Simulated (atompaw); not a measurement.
**Gd: generating and testing a PAW (atompaw) potential**

Aim: build the potential from the settings below, then test how well it stands in for the atom: scattering, ghost states and the plane-wave cutoff that it needs.

Program: atompaw 4.2.0.5. Reference atom: LDA (PW92), scalar-relativistic, spherical and spin-unpolarised. All values are calculated.

## Step 1: The atom and the settings

The settings as typed:

- element: gadolinium (Gd, Z = 64)
- type: PAW
- frozen core: [Kr] 4d10
- valence charge: 18
- reference configuration: 4f7 5s2 5p6 5d1 6s2 6p0
- partial waves: 5s (bound): rc 1.85 bohr; 6s (bound): rc 1.90 bohr; 5p (bound): rc 2.45 bohr; 6p (bound, empty): rc 3.00 bohr; 5d (bound): rc 3.00 bohr; 5d channel at 4.05 Ry: rc 3.00 bohr; 4f (bound): rc 1.65 bohr; 4f channel at -0.2 Ry: rc 1.65 bohr
- local potential: troulliermartins scheme with l = 4 at 0.5 Ry, radius 2.30 bohr
- core correction: smooth core density matched at 1.60 bohr
- augmentation charge: besselshape compensation charge, radius 2.45 bohr; PAW radius 3.00 bohr; waves and projectors: custom polynom2 7 10 vanderbiltortho

The nodes and maxima of the atom's own shells, from an earlier all-electron run, set the scale for the radii.

All-electron outer shells of the reference configuration (LDA (PW92), scalar-relativistic, ld1.x):

```tsv
shell	level (eV)	outermost node (bohr)	outermost maximum (bohr)
4p	-275.80	0.29	0.54
4d	-147.58	0.27	0.56
5s	-49.87	0.65	1.20
5p	-27.37	0.70	1.35
4f	-8.90	–	0.56
6s	-4.27	1.60	3.33
5d	-2.69	0.79	1.97
6p	-1.39	1.92	4.55
```

## Step 2: Generation

File Gd.input:

```
Gd 64
LDA-PW scalarrelativistic loggrid 2001 logderivrange -6 5 276
6 6 5 4 0 0
6 1 0
5 2 1
4 3 7
0 0 0
c
c
c
c
v
v
c
c
c
v
v
c
c
v
v
3
3.00 2.45 2.30 1.60
n
n
y
4.05
n
y
-0.2
n
custom polynom2 7 10 vanderbiltortho besselshape
4 0.5 troulliermartins
1.85
1.90
2.45
3.00
3.00
3.00
1.65
1.65
PWSCFOUT
UPFDX 0.0125d0 UPFXMIN -7.d0 UPFZMESH 64.d0
END
```

Started as:

```bash
$ atompaw < Gd.input > Gd.log
```

What does the calculation give? Wanted: cutoffs for 10 and 1 mRy, occupied levels; bound ghosts; largest phase difference near zero energy, channels read; lowest eigenvalue of the overlap; share of valence orbitals outside the PAW sphere; UPF file.

As calculated:

| quantity | value |
| --- | --- |
| cutoffs for 10 and 1 mRy, occupied levels | 230 Ry and over 300 Ry |
| bound ghosts | none found |
| largest phase difference near zero energy, channels read | 0.333 rad |
| lowest eigenvalue of the overlap (Bessel basis) | 0.155 (s) |
| share of valence orbitals outside the PAW sphere | 5s 0 %, 6s 74 %, 5p 2 %, 6p 93 %, 5d 36 %, 4f 0 % |
| UPF file | written |

What this shows: By its cutoff, 230 Ry for the looser tolerance, it is very hard. The tighter tolerance needs over 300 Ry, and converged work needs a cutoff nearer that. The slowest occupied level is 4f: taken alone it needs 230 Ry to come within 1 mRy, against 30 Ry for 5p. The Bessel-basis test finds no level below the valence levels. Near zero energy the largest phase difference among the channels read is 0.33 rad, in the p channel. In the p channel the atom's pole at 3.36 Ry sits lower, at 1.74 Ry, in the pseudo curve. These are tests on the free atom; a crystal test is still owed.
